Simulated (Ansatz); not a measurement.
# C₂H₇BSSi: a ladder of functionals and wavefunction methods

The task here is to estimate one member of a computed series from the others.

The runs use Ansatz 0.2.0, Gaussian basis; functionals in def2-TZVPP, the program's frozen cores in correlated methods.

Levels to be run: LDA (SPW92), PBE-D4, revPBE-D4, BLYP-D4, r2SCAN-D4, B97M-V, PBE0-D4, B3LYP-D4, r2SCANh-D4, r2SCAN0-D4, HSE06-D4, BHLYP-D4, CAM-B3LYP-D4, LC-ωPBE, ωB97X-V, ωB97M-V, B2PLYP, PBE-QIDH; CCSD(T)/def2-SVP; CCSD(T)/def2-TZVPP; MP2/def2-QZVPP; extrapolation to the limit; RPA on PBE.

**Structure used throughout**

An earlier PBE0-D4 in a triple-zeta def2 set relaxation fixed the geometry.

SMILES `[SiH3]CBC=S`, 12 atoms, charge 0, spin multiplicity 1.

Atoms are counted from 1 here; the program's logs count them from 0.

Bond lengths: Si1–C2 1.889 Å, Si1–H6 1.490 Å, Si1–H7 1.484 Å, Si1–H8 1.485 Å, C2–B3 1.550 Å, C2–H9 1.094 Å, C2–H10 1.095 Å, B3–C4 1.539 Å, B3–H11 1.199 Å, C4–S5 1.620 Å, C4–H12 1.090 Å. Angles: C2–Si1–H6 108.6°, C2–Si1–H7 110.9°, C2–Si1–H8 110.8°, H6–Si1–H7 108.4°, H6–Si1–H8 108.6°, H7–Si1–H8 109.5°, Si1–C2–B3 110.5°, Si1–C2–H9 106.5°, Si1–C2–H10 104.8°, B3–C2–H9 114.5°, B3–C2–H10 110.7°, H9–C2–H10 109.4°, C2–B3–C4 122.4°, C2–B3–H11 120.4°, C4–B3–H11 117.1°, B3–C4–S5 105.4°, B3–C4–H12 132.0°, S5–C4–H12 122.6°.

Set-up of the first run:

The input, in.yaml:

```yaml
crystal:
  periodic: [false, false, false]
  atoms:
    - {symbol: Si, position_ang: [-1.069621, 0.809329, 1.031967]}
    - {symbol: C, position_ang: [0.623720, 0.016923, 0.762678]}
    - {symbol: B, position_ang: [0.573231, -0.985309, -0.419048]}
    - {symbol: C, position_ang: [0.869616, -0.565731, -1.869683]}
    - {symbol: S, position_ang: [-0.560677, -0.131365, -2.493559]}
    - {symbol: H, position_ang: [-1.049315, 1.546482, 2.326177]}
    - {symbol: H, position_ang: [-1.379396, 1.774777, -0.051351]}
    - {symbol: H, position_ang: [-2.132592, -0.225618, 1.092418]}
    - {symbol: H, position_ang: [1.333680, 0.838862, 0.629467]}
    - {symbol: H, position_ang: [0.841535, -0.502359, 1.701434]}
    - {symbol: H, position_ang: [0.228042, -2.119378, -0.238438]}
    - {symbol: H, position_ang: [1.798678, -0.511711, -2.438062]}
basis:
  gaussian: {orbitals: def2-TZVPP}
hamiltonian: {xc: lda}
output: {orbitals: {seedname: orbitals}}
```

Command:

```bash
> ansatz run in.yaml --threads 4 --pin off --events-out ev --progress --plain --max-ram 10444MiB
```

Among the steps run: LDA; PBE-D4 (GGA); revPBE-D4 (GGA); BLYP-D4 (GGA); r2SCAN-D4 (meta-GGA); B97M-V (meta-GGA); PBE0-D4 (hybrid); B3LYP-D4 (hybrid); r2SCANh-D4 (hybrid); r2SCAN0-D4 (hybrid); HSE06-D4 (hybrid); BHLYP-D4 (hybrid); CAM-B3LYP-D4 (range-separated); LC-ωPBE (range-separated); ωB97X-V (range-separated); ωB97M-V (range-separated); B2PLYP (double hybrid); PBE-QIDH (double hybrid).

One table of the session follows, with a row left open; its other results are not shown here.

It belongs to the step «Frontier levels by functional». 

| functional | HOMO (eV) | LUMO (eV) | gap (eV) |
| --- | --- | --- | --- |
| LDA (SPW92) | -5.71 | -3.66 | 2.05 |
| PBE-D4 | -5.59 | -3.46 | 2.13 |
| revPBE-D4 | -5.54 | -3.38 | 2.16 |
| BLYP-D4 | -5.43 | -3.29 | 2.14 |
| r2SCAN-D4 | -5.77 | -3.35 | 2.43 |
| B97M-V | -5.86 | -3.31 | 2.55 |
| PBE0-D4 | -6.72 | -2.52 | 4.20 |
| B3LYP-D4 | -6.50 | -2.71 | 3.79 |
| r2SCANh-D4 | -6.20 | -2.99 | 3.21 |
| r2SCAN0-D4 | ? | ? | ? |
| HSE06-D4 | -6.33 | -2.91 | 3.42 |
| BHLYP-D4 | -7.74 | -1.41 | 6.33 |
| CAM-B3LYP-D4 | -8.00 | -1.33 | 6.67 |
| LC-ωPBE | -9.35 | -0.23 | 9.11 |
| ωB97X-V | -9.01 | -0.29 | 8.72 |
| ωB97M-V | -8.86 | -0.35 | 8.51 |

Q: Estimate the row for r2SCAN0-D4 from the others.

Worked estimate for «HOMO (eV)». Against the share of exact exchange, r2SCAN-D4 (0, -5.77), r2SCANh-D4 (0.1, -6.20) give a slope of -4.30 per unit share; at 0.25 the line stands at -6.84.

The run gave: HOMO (eV): -6.85; LUMO (eV): -2.46; gap (eV): 4.39. In «HOMO (eV)» the line misses by +0.01.
